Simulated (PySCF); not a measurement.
# BeCl2HS: the cost of one run

Programs: PySCF 2.14.0. All values are calculated, for the isolated system unless a continuum is named. Atoms count from 0, parts from 1.

## (1) The system as given

5 atoms, charge -1, multiplicity 1; geometry: GFN2-xTB. Parts: 1 = atoms 0–2, `[Cl][Be][Cl]`, charge 0; 2 = atoms 3–4, `[SH-]`, charge -1.

## (2) Relaxing the molecule at PBE0-D3(BJ)/def2-TZVPD

Job settings and geometry (Å):

```
{"job": {"xc": "PBE0", "basis": "def2-TZVPD", "d3": "d3bj", "grid": 3, "kind": "geom", "shake": 0.01}, "charge": -1, "multiplicity": 1, "parts": [{"atoms": "0-2", "charge": 0, "multiplicity": 1}, {"atoms": "3-4", "charge": -1, "multiplicity": 1}]}
Cl     1.537303     0.496430    -0.425957
Be    -0.247080     0.622671     0.259770
Cl    -1.377048    -0.927298     0.251532
S     -0.951231     2.358234     1.008468
H     -2.173001     1.879198     1.322108
```

Run with:

```console
$ OMP_NUM_THREADS=1 python cluster_run.py task.json out
```

This one command runs all jobs of the session in turn.

Q: Estimate the wall time and peak memory of this first job on 1 thread of Arm Neoverse V1, shared host.

About 62 s, with a peak of 0.63 GiB.
